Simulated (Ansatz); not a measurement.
# Si4C: properties of a relaxed candidate

This session takes a relaxed cell of Si4C and sets out to see whether it has a gap, which orbitals make up the states near it and how charge is shared.

Computed with Ansatz 0.2.0 (DFT PBE, scalar-relativistic, plane waves, PAW, unless a step's input says otherwise).

### 1 The system as given

It takes space group Im-3m (No. 229, cubic). The conventional cell has a = 5.156 Å, b = 5.156 Å, c = 5.156 Å, α = 90.00°, β = 90.00°, γ = 90.00°. Si (site symmetry -3m) has 2 C at 2.23 Å as nearest neighbours. C (site symmetry m-3m) is surrounded by 8 Si at 2.23 Å.

As a file:

```xyz
5
Lattice="-2.5779 2.5779 2.5779 2.5779 -2.5779 2.5779 2.5779 2.5779 -2.5779" Properties=species:S:1:pos:R:3 pbc="T T T"
Si    1.2890    1.2890    1.2890
Si   -1.2890    1.2890    1.2890
Si    1.2890    1.2890   -1.2890
Si    1.2890   -1.2890    1.2890
C     0.0000    0.0000    0.0000
```

The cell was relaxed beforehand at this level, starting from a generated guess, and another structure or a mixture of phases may lie lower. At a tolerance of 0.05 Å it has space group Im-3m (No. 229); it has 13.71 Å³/atom, an uncorrected energy of +0.97 eV/atom over the elements.

### 2 Static run: bands, density of states and charges

input.yaml

```yaml
crystal:
  lattice:
    - [-2.5779072686, 2.5779072686, 2.5779072686]
    - [2.5779072686, -2.5779072686, 2.5779072686]
    - [2.5779072686, 2.5779072686, -2.5779072686]
  atoms:
    - { symbol: Si, position: [0.5, 0.5, 0.5] }
    - { symbol: Si, position: [0.5, 0.0, 0.0] }
    - { symbol: Si, position: [0.0, 0.0, 0.5] }
    - { symbol: Si, position: [0.0, 0.5, 0.0] }
    - { symbol: C, position: [0.0, 0.0, 0.0] }
basis:
  ecutwfc: 420
kpoints:
  mp_grid: { grid: [10, 10, 10] }
  band_path:
    path:
      - [[0.0, 0.0, 0.0], [0.5, -0.5, 0.5], [0.0, 0.0, 0.5], [0.0, 0.0, 0.0], [0.25, 0.25, 0.25], [0.5, -0.5, 0.5]]
      - [[0.25, 0.25, 0.25], [0.0, 0.0, 0.5]]
    npoints: 14
hamiltonian:
  xc: pbe
scf:
  occupations: { method: gaussian, width: 0.1 }
  n_extra_bands: 12
output:
  forces: true
  stress: true
  eigenvalues: true
  populations: true
  dos: { projected: true, de: 0.02, nscf_kmesh: { grid: [12, 12, 12] } }
  bader: true
  write_density: true
  write_potential: true
  elf: true
  volumetric_format: npy
```

Run with:

```bash
$ ansatz run input.yaml --threads 1 --pin off --max-ram 2048MiB --backend cpu --events-out ev --progress --plain --runs-dir out
```

Before running it: what results should come out? Wanted: gap; states at the Fermi level; Bader charges.

The runs gave:

| quantity | value |
| --- | --- |
| gap | none (metal) |
| states at the Fermi level | 1.56 per eV per cell |
| Bader charges | Si +0.42, C -1.68 e |

What this shows: There is no gap at this level. Of the projected weight within 0.25 eV of the Fermi level, the largest part is Si 3p (57 %) and Si 3s (23 %). Bader charges reach 1.7 e, so charge transfer in this metal is strong.
